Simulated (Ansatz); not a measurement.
# Ga2As5: the cost of one run

Program: Ansatz 0.2.0. Level of theory: DFT PBE, scalar-relativistic, plane waves, PAW, unless a step names another level. These are calculated values, not measurements.

11 further runs of the same task are left out: 3 that didn't finish, 8 set aside as unsound or not needed. Runs told in other sessions of the task aren't counted.

## Step 1: Plan

Pauling electronegativities: Ga 1.81, As 2.18 (spread 0.37). No set of common oxidation states balances it. Tabulated atomic sizes suggest about 21 Å³/atom. 23 candidates were drawn, by swapping species into database cells of other compounds, at random by space group and Wyckoff sites, or by hand, as the table says:

| name | made from | space group no. | Wyckoff sites | atoms (primitive cell) | V (Å³/atom) |
| --- | --- | --- | --- | --- | --- |
| c01 | built by hand: segregated zincblende GaAs plus grey As | 156 | Ga 1a, 1b, 1b, 1c; As 1c, 1b, 1b, 1c, 1a, 1c, 1b, 1a, 1b, 1a | 14 | 22.1 |
| c02 | random | 166 | Ga 3b, 3a; As 9d, 6c | 7 | 23.8 |
| c03 | random | 139 | Ga 4e; As 8h, 2b | 7 | 21.8 |
| c04 | database cell of Ga2Te5 | 87 | Ga 4d; As 8h, 2a | 7 | 24.4 |
| c05 | random | 191 | Ga 2e; As 2d, 2c, 1a | 7 | 26.1 |
| c06 | random | 123 | Ga 1c, 1a; As 4n, 1d | 7 | 24.0 |
| c07 | random | 191 | Ga 1b, 1a; As 2c, 3f | 7 | 22.6 |
| c08 | random | 216 | Ga 4b, 4a; As 4c, 16e | 7 | 23.6 |
| c09 | random | 191 | Ga 2c; As 4h, 1b | 7 | 26.6 |
| c10 | database cell of Ta2O5 | 47 | Ga 1d, 1a; As 2q, 1h, 1b, 1e | 7 | 25.3 |
| c11 | random | 166 | Ga 6c; As 9e, 6c | 7 | 27.6 |
| c12 | random | 99 | Ga 1b, 1b; As 1b, 2c, 2c | 7 | 24.6 |
| c13 | built by hand: GaAs2 and GaAs3 layered slabs | 164 | Ga 2d, 2d; As 2c, 2d, 2d, 2d, 2d | 14 | 21.9 |
| c14 | random | 123 | Ga 2f; As 4j, 1d | 7 | 21.3 |
| c15 | random | 166 | Ga 6c; As 6c, 9d | 7 | 26.8 |
| c16 | random | 191 | Ga 2e; As 1a, 4h | 7 | 25.4 |
| c17 | random | 160 | Ga 3a, 3a; As 9b, 3a, 3a | 7 | 25.6 |
| c18 | random | 65 | Ga 4k; As 2b, 4j, 4i | 7 | 24.0 |
| c19 | built by hand: Bi4Te3-type ordered variant | 166 | Ga 6c; As 6c, 3a, 6c | 7 | 22.0 |
| c20 | built by hand: Mn2Hg5 (V2Ga5) | 127 | Ga 4h; As 2d, 8i | 14 | 21.3 |
| c21 | built by hand: centrosymmetric GaAs slab with grey-As bilayers | 164 | Ga 2d, 2c; As 2c, 2d, 2c, 2d, 2d | 14 | 22.1 |
| c22 | random | 216 | Ga 4c, 4b; As 16e, 4a | 7 | 23.7 |
| c23 | random | 191 | Ga 2e; As 3f, 1a, 1b | 7 | 22.8 |

## Step 2: Screening run of c01

input.yaml reads:

```yaml
crystal:
  lattice:
    - [3.9, 0.0, 0.0]
    - [-1.95, 3.37749907, 0.0]
    - [0.0, 0.0, 23.5]
  atoms:
    - { symbol: Ga, position: [0.0, 0.0, 0.8723] }
    - { symbol: Ga, position: [0.33333333, 0.66666667, 0.7277] }
    - { symbol: Ga, position: [0.33333333, 0.66666667, 0.1681] }
    - { symbol: Ga, position: [0.66666667, 0.33333333, 0.0234] }
    - { symbol: As, position: [0.66666667, 0.33333333, 0.5447] }
    - { symbol: As, position: [0.33333333, 0.66666667, 0.5979] }
    - { symbol: As, position: [0.33333333, 0.66666667, 0.8319] }
    - { symbol: As, position: [0.66666667, 0.33333333, 0.6872] }
    - { symbol: As, position: [0.0, 0.0, 0.9766] }
    - { symbol: As, position: [0.66666667, 0.33333333, 0.1277] }
    - { symbol: As, position: [0.33333333, 0.66666667, 0.2723] }
    - { symbol: As, position: [0.0, 0.0, 0.3128] }
    - { symbol: As, position: [0.33333333, 0.66666667, 0.4021] }
    - { symbol: As, position: [0.0, 0.0, 0.4553] }
basis:
  ecutwfc: 420
kpoints:
  mp_grid: { grid: [5, 5, 1] }
hamiltonian:
  xc: pbe
scf:
  occupations: { method: gaussian, width: 0.2 }
  lower_state_search: "off"
output:
  forces: true
  stress: true
  eigenvalues: true
relax:
  adjacent_minimum: "off"
  f_tol: 0.08
  max_steps: 16
  cell: { stress_tol: 0.8 }
```

Started as:

```console
ansatz run input.yaml --threads 1 --pin off --max-ram 2560MiB --backend cpu --events-out ev --progress --plain --runs-dir out
```

**Question.** How long does this run take on 1 thread of AMD EPYC 7R43 (Zen 3), shared host, and how much memory does it need?

About 2.6 min, with a peak of 0.72 GiB.
